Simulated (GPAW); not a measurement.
The system is SiO.

```
Si O
1.0
     0.00000    2.43364    2.43364
     2.43364    0.00000    2.43364
     2.43364    2.43364    0.00000
Si O
1 1
Direct
  0.75000 0.75000 0.75000
  0.00000 0.00000 0.00000
```

The cell was built by a generator and needn't be a form met in nature.

* Program: GPAW 26.7.0
* Task: relaxation of cell and atoms
* Functional: TPSS
* Potentials or basis: GPAW PAW data sets (gpaw-data 1.2.1)
* Cutoff: 800 eV
* Basis: pw
* k mesh: 8 × 8 × 8
* Occupations: fermi-dirac, width 0.05 eV
* Spin: no spin polarisation

At the start: pressure -1.8 GPa; volume 14.41 Å³/atom.

Problem. How do energy, volume and symmetry change on relaxing?

Solution. Over 3 steps the energy falls by 2.4 meV/atom and the volume is 13.99 Å³/atom (-3.0 %); space group F-43m (No. 216, to 0.05 Å).

The path:
```
step  energy change (eV)  largest force (eV/Å)  pressure (GPa)  volume (Å³)
   1              0.0000                0.0000           -1.76        28.83
   2             -0.0010                0.0000           -1.56        28.73
   3             -0.0048                0.0000           -0.03        27.97
```

Final structure:
```cif
data_structure
_symmetry_space_group_name_H-M 'P 1'
_symmetry_Int_Tables_number 1
_cell_length_a 3.4073
_cell_length_b 3.4073
_cell_length_c 3.4073
_cell_angle_alpha 60.000
_cell_angle_beta 60.000
_cell_angle_gamma 60.000
_cell_volume 27.97
loop_
_atom_site_label
_atom_site_type_symbol
_atom_site_fract_x
_atom_site_fract_y
_atom_site_fract_z
_atom_site_occupancy
Si1 Si 0.75000 0.75000 0.75000 1
O1 O 0.00000 0.00000 0.00000 1
```

Caveat: later steps reuse the first step's grids; the PAW data sets were made with another functional, which shifts forces and pressure a little.
